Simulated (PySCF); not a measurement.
# C₅H₁₁MoNS₄−: ligand-field states

Aim: compute the ligand-field states of C₅H₁₁MoNS₄− (`C[N]=[Mo-]12([S]CC[S]1)[S]CC[S]2`).

Computed with PySCF 2.14.0 and routines of our own; the level stands in each step. Atoms count from 0.

### Step 1. The system as given

22 atoms, charge -1, states of the metal's open shell are computed; geometry from: GFN2-xTB, shaken.

### Step 2. Optimising the geometry at B3LYP-D3(BJ)/def2-SVP

Job settings and geometry (Å):

```
{"job": {"xc": "B3LYP", "basis": "def2-SVP", "d3": "d3bj", "grid": 1, "maxiter": 40, "kind": "geom"}, "charge": -1, "metal": "Mo", "open_shell": "d1"}
Mo    -0.000230     0.007140    -0.238310
N     -0.016810    -0.009680     1.487470
C     -0.006860     0.009840     2.893120
H      0.116420     1.014720     3.302890
H     -0.958260    -0.417030     3.288810
H      0.817650    -0.659530     3.282470
S      2.276540    -0.032540    -0.969540
C      2.706770     1.731290    -1.244930
C      1.797140     2.659100    -0.506490
S      0.045550     2.317750    -0.909960
H      2.584290     1.923480    -2.337520
H      3.742930     1.901910    -0.966370
H      1.905010     2.509080     0.598620
H      1.984420     3.713580    -0.706670
S     -2.320820     0.020070    -0.928880
C     -2.728860    -1.730280    -1.263780
C     -1.799270    -2.628400    -0.479380
S     -0.066560    -2.307730    -0.919350
H     -2.606400    -1.907110    -2.340820
H     -3.739570    -1.858740    -0.981530
H     -1.898350    -2.507300     0.588010
H     -1.996270    -3.715510    -0.740280
```

Run with:

```console
$ OMP_NUM_THREADS=1 python lf_run.py task.json out
```

One launch serves the whole session: the jobs run in the order shown.

Log:

```text
step   0  E = -1912.54799874  max force = 0.031883
step   1  E = -1912.55504908  max force = 0.004312
step   2  E = -1912.55542341  max force = 0.001326
step   3  E = -1912.55560633  max force = 0.001391
step   4  E = -1912.55576620  max force = 0.001466
step   5  E = -1912.55597065  max force = 0.001242
step   6  E = -1912.55611563  max force = 0.000842
step   7  E = -1912.55619375  max force = 0.000432
step   8  E = -1912.55622853  max force = 0.000452
step   9  E = -1912.55623974  max force = 0.000439
optimisation converged
```

It took 16 min on 1 thread of Arm Neoverse V1, shared host; peak memory 1.1 GiB.

The steps of the relaxation:

| step | energy from step 0 (eV) | largest force component (eV/Å) |
| --- | --- | --- |
| 0 | 0.0000 | 1.6395 |
| 1 | -0.1918 | 0.2217 |
| 2 | -0.2020 | 0.0682 |
| 3 | -0.2070 | 0.0715 |
| 4 | -0.2114 | 0.0754 |
| 5 | -0.2169 | 0.0639 |
| 6 | -0.2209 | 0.0433 |
| 7 | -0.2230 | 0.0222 |
| 8 | -0.2239 | 0.0232 |
| 9 | -0.2242 | 0.0226 |

Close pairs (by a distance rule), those that changed most:

| bond | before (Å) | after (Å) | change (Å) |
| --- | --- | --- | --- |
| Mo0–S6 | 2.392 | 2.454 | +0.062 |
| C15–H19 | 1.057 | 1.105 | +0.048 |
| Mo0–S14 | 2.421 | 2.453 | +0.032 |
| C16–H21 | 1.135 | 1.105 | -0.030 |
| C16–S17 | 1.816 | 1.842 | +0.026 |
| C16–H20 | 1.079 | 1.103 | +0.024 |
| C7–C8 | 1.495 | 1.518 | +0.023 |
| C2–H5 | 1.131 | 1.108 | -0.023 |

The final coordinates are the input of the step that follows.

| at the end point | value |
| --- | --- |
| point group (found at 0.08 Å tolerance) | C1 |
| rotational constants (GHz, main isotopes) | 0.728, 0.409, 0.390 |
| ⟨S²⟩ | 0.759 |

### Step 3. Ligand-field states: state-averaged CASSCF

Job settings and geometry (Å):

```
{"job": {"kind": "lf", "basis": {"metal": "x2c-TZVPall", "ligand": "x2c-SVPall"}, "nevpt": true, "tol": 5}, "charge": -1, "metal": "Mo", "open_shell": "d1"}
Mo     0.000000     0.000000     0.000000
N      1.720037    -0.003171    -0.011405
C      3.127917    -0.005139    -0.057382
H      3.537313    -1.029428     0.046896
H      3.498056     0.407149    -1.017636
H      3.557582     0.612160     0.756455
S     -0.595721     0.003642     2.380625
C     -1.338593    -1.661541     2.654175
C     -0.689416    -2.717202     1.777656
S     -0.852867    -2.265646    -0.001396
H     -2.419112    -1.615832     2.437066
H     -1.215508    -1.905345     3.725360
H      0.376518    -2.823370     2.039375
H     -1.176720    -3.699831     1.916813
S     -0.579587     0.001809    -2.383650
C     -1.308261     1.673331    -2.663667
C     -0.666353     2.722478    -1.773177
S     -0.857467     2.264920     0.000692
H     -2.392149     1.633206    -2.463206
H     -1.164428     1.918126    -3.731939
H      0.403577     2.824696    -2.020771
H     -1.147712     3.707425    -1.915357
```

Method: state-averaged CASSCF of the metal d shell, SC-NEVPT2 on the averaged canonical orbitals, state-interaction spin-orbit coupling.

Log:

```text
basis functions 274, electrons 155, active (1e, 5o)
stage 1: DIIS on the effective Fock matrix, level shift 0.30
cycle   1  E = -5888.2166133880  dE = -5.888e+03  max|g| = 8.976e-01
cycle   2  E = -5886.0641989991  dE =  2.152e+00  max|g| = 1.565e+00
cycle   3  E = -5887.2558131651  dE = -1.192e+00  max|g| = 1.220e+00
cycle   4  E = -5889.7148772930  dE = -2.459e+00  max|g| = 4.511e-01
cycle   5  E = -5890.0783716099  dE = -3.635e-01  max|g| = 3.747e-01
cycle   6  E = -5890.1569302162  dE = -7.856e-02  max|g| = 3.605e-01
cycle   7  E = -5890.2250328789  dE = -6.810e-02  max|g| = 2.365e-01
cycle   8  E = -5890.2540700055  dE = -2.904e-02  max|g| = 6.320e-02
cycle   9  E = -5890.2577148637  dE = -3.645e-03  max|g| = 1.110e-02
cycle  10  E = -5890.2583814285  dE = -6.666e-04  max|g| = 1.126e-02
cycle  11  E = -5890.2586914671  dE = -3.100e-04  max|g| = 4.676e-03
...
cycle  34  E = -5890.2588016017  dE =  6.450e-08  max|g| = 9.261e-04
cycle  35  E = -5890.2588015063  dE =  9.537e-08  max|g| = 9.920e-04
cycle  36  E = -5890.2588016541  dE = -1.478e-07  max|g| = 9.117e-04
cycle  37  E = -5890.2588015203  dE =  1.338e-07  max|g| = 9.696e-04
cycle  38  E = -5890.2588012535  dE =  2.668e-07  max|g| = 1.075e-03
stage 2: quasi-Newton rotations from the point of smallest gradient
cycle  40  E = -5890.2588022240  dE = -3.215e-07  max|g| = 2.615e-04
cycle  41  E = -5890.2588023471  dE = -1.231e-07  max|g| = 1.795e-04
cycle  42  E = -5890.2588024039  dE = -5.676e-08  max|g| = 6.629e-05
cycle  43  E = -5890.2588024133  dE = -9.414e-09  max|g| = 3.525e-05
cycle  44  E = -5890.2588024169  dE = -3.585e-09  max|g| = 7.663e-06
converged average energy = -5890.2588024169

 mult deg   label        CASSCF/cm-1   NEVPT2/cm-1
   2   1   2D                  0.0           0.0
   2   1   2D              22942.3       29732.9
   2   1   2D              27709.5       30746.7
   2   1   2D              25161.9       31905.8
   2   1   2D              31492.6       35208.2

spin-orbit levels / cm-1
      0.00  x2  2D 1.00
  29569.88  x2  2D 0.87 2D 0.09 2D 0.03
  30729.19  x2  2D 0.80 2D 0.12 2D 0.08
  32105.25  x2  2D 0.89 2D 0.10
  35269.59  x2  2D 0.99
```

It took 1.7 min on 1 thread of Arm Neoverse V1, shared host; peak memory 0.69 GiB.

Warnings kept with the result: strongly covalent, metal-shell active space is small for this complex.

Key values:

| quantity | value |
| --- | --- |
| spin-orbit constant ζ | 546 cm⁻¹ |

Powder susceptibility:

| T (K) | χT (cm³ K/mol) | μ(eff) |
| --- | --- | --- |
| 2 | 0.361 | 1.70 |
| 5 | 0.361 | 1.70 |
| 10 | 0.361 | 1.70 |
| 20 | 0.361 | 1.70 |
| 30 | 0.361 | 1.70 |
| 50 | 0.361 | 1.70 |
| 75 | 0.361 | 1.70 |
| 100 | 0.362 | 1.70 |
| 150 | 0.362 | 1.70 |
| 200 | 0.363 | 1.70 |
| 250 | 0.363 | 1.70 |
| 300 | 0.364 | 1.71 |

Orbitals, density, ELF and potential are computed afterwards from the orbital file.

The spin density lies nearest to Mo0 85 %.

### Step 4. Results

```
                                                                 quantity                 value
                                                              point group                    C1
                                     rotational constants (main isotopes)  0.73, 0.41, 0.39 GHz
                    spin-orbit constant ζ (step 3, state-averaged CASSCF)              546 cm⁻¹
ground multiplicity, μ(eff) at 300 K (step 3, 5 donors at 1.72 to 2.45 Å)            2, 1.71 μB
```

What this shows: Relaxing lowered the energy by 0.224 eV in 9 steps; the close pair that moved most is Mo0–S6, from 2.392 to 2.454 Å. In step 3 ζ is 55 % of the free ion's 986 cm⁻¹: an effective value, diluted by mixing with the ligands. In step 3, χT goes from 0.36 at 2 K to 0.36 cm³ K/mol at 300 K: nearly flat, so one level governs the whole range. The bonding is strongly covalent, and an active space of the metal's shell alone is small for it, so these values are rough.
